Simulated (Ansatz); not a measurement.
# CoPtO2: the cost of one run

Computed with Ansatz 0.2.0 (DFT r2SCAN, scalar-relativistic, plane waves, PAW, unless a step's input says otherwise).

1 further run of the same task is left out (set aside as unsound or not needed).

## 1. Starting point

The structure is trigonal, space group R-3m (No. 166). Conventional cell: a = 2.822 Å, b = 2.822 Å, c = 17.791 Å, α = 90.00°, β = 90.00°, γ = 120.00°. Around Co (site symmetry -3m) lie 6 O at 1.89 Å. Around Pt (site symmetry -3m) lie 2 O at 2.00 Å. Around O (site symmetry 3m) lie 3 Co at 1.89 Å and 1 Pt at 2.00 Å.

Coordinates:

```
Co Pt O
1.0
     1.41114    0.81472    5.93042
    -1.41114    0.81472    5.93042
     0.00000   -1.62944    5.93042
Co Pt O
1 1 2
Direct
  0.50000 0.50000 0.50000
  0.00000 0.00000 0.00000
  0.88766 0.88766 0.88766
  0.11234 0.11234 0.11234
```

It goes back to an entry of the Materials Project.

This cell was relaxed beforehand with the same method: volume 10.23 Å³/atom, gap on the mesh none (metal).

## 2. Static run: bands, density of states and charges

The input, input.yaml:

```yaml
crystal:
  lattice:
    - [1.4111402948, 0.8147222291, 5.930415651]
    - [-1.4111402948, 0.8147222291, 5.930415651]
    - [0.0, -1.6294444581, 5.930415651]
  atoms:
    - { symbol: Co, position: [0.5, 0.5, 0.5] }
    - { symbol: Pt, position: [0.0, 0.0, 0.0] }
    - { symbol: O, position: [0.8876645326, 0.8876645326, 0.8876645326] }
    - { symbol: O, position: [0.1123354674, 0.1123354674, 0.1123354674] }
basis:
  ecutwfc: 500
kpoints:
  mp_grid: { grid: [18, 18, 18] }
  band_path:
    path:
      - [[0.0, 0.0, 0.0], [0.5, 0.5, 0.5], [0.8207511, 0.1792489, 0.5]]
      - [[0.5, -0.1792489, 0.1792489], [0.5, 0.0, 0.0], [0.0, 0.0, 0.0], [0.33962445, -0.33962445, 0.0]]
      - [[0.66037555, 0.0, 0.33962445], [0.5, 0.0, 0.5], [0.0, 0.0, 0.0]]
    npoints: 14
hamiltonian:
  xc: r2scan
scf:
  occupations: { method: gaussian, width: 0.1 }
  n_extra_bands: 10
output:
  forces: true
  stress: true
  eigenvalues: true
  populations: true
  dos: { projected: true, de: 0.02, nscf_kmesh: { grid: [27, 27, 27] } }
  bader: true
  write_density: true
  write_potential: true
  elf: true
  volumetric_format: npy
```

On the command line:

```bash
> ansatz run input.yaml --threads 1 --pin off --max-ram 2560MiB --backend cpu --events-out ev --progress --plain --runs-dir out
```

Q: Estimate wall time and peak memory on 1 thread of Arm Neoverse V2, shared host.

About 4.7 min, with a peak of 1.9 GiB.
